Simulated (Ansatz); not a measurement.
# O4W: the cost of one run

Method: the levels named in each step, in Ansatz 0.2.0.

### Step 1. Starting point

Bond lengths: O1–W2 1.747 Å, W2–O3 1.747 Å, W2–O4 1.747 Å, W2–O5 1.747 Å. Angles: O1–W2–O3 109.5°, O1–W2–O4 109.5°, O1–W2–O5 109.5°, O3–W2–O4 109.5°, O3–W2–O5 109.5°, O4–W2–O5 109.4°.

As a file:

```xyz
5

O     1.4902   -0.0192   -0.9118
W    -0.0001   -0.0001    0.0000
O    -1.3560    0.0446   -1.1008
O    -0.0973   -1.4385    0.9868
O    -0.0369    1.4131    1.0268
```

### Step 2. A rough first relaxation, PBE-D4/def2-SVPD

Contents of input.yaml:

```yaml
crystal:
  periodic: [false, false, false]
  atoms:
    - { symbol: O, position_ang: [1.49023, -0.01919, -0.91184] }
    - { symbol: W, position_ang: [-9.0e-05, -8.0e-05, -3.0e-05] }
    - { symbol: O, position_ang: [-1.35601, 0.04459, -1.10084] }
    - { symbol: O, position_ang: [-0.09734, -1.43855, 0.98677] }
    - { symbol: O, position_ang: [-0.03693, 1.41313, 1.0268] }
magnetization:
  spin_polarized: true
  initial_magnetization: 2
basis:
  gaussian: { orbitals: def2-SVPD }
hamiltonian:
  xc: pbe
  dispersion: d4
relax:
  f_tol: 0.03
  max_steps: 200
```

On the command line:

```console
ansatz run input.yaml --threads 4 --pin off --max-ram 10240MiB --backend cpu --events-out ev --progress --plain --runs-dir out
```

Q: Estimate wall time and peak memory on 4 threads of Intel Xeon Platinum 8375C at 2.90GHz (Ice Lake), shared host.

About 45 s, with a peak of 0.39 GiB.
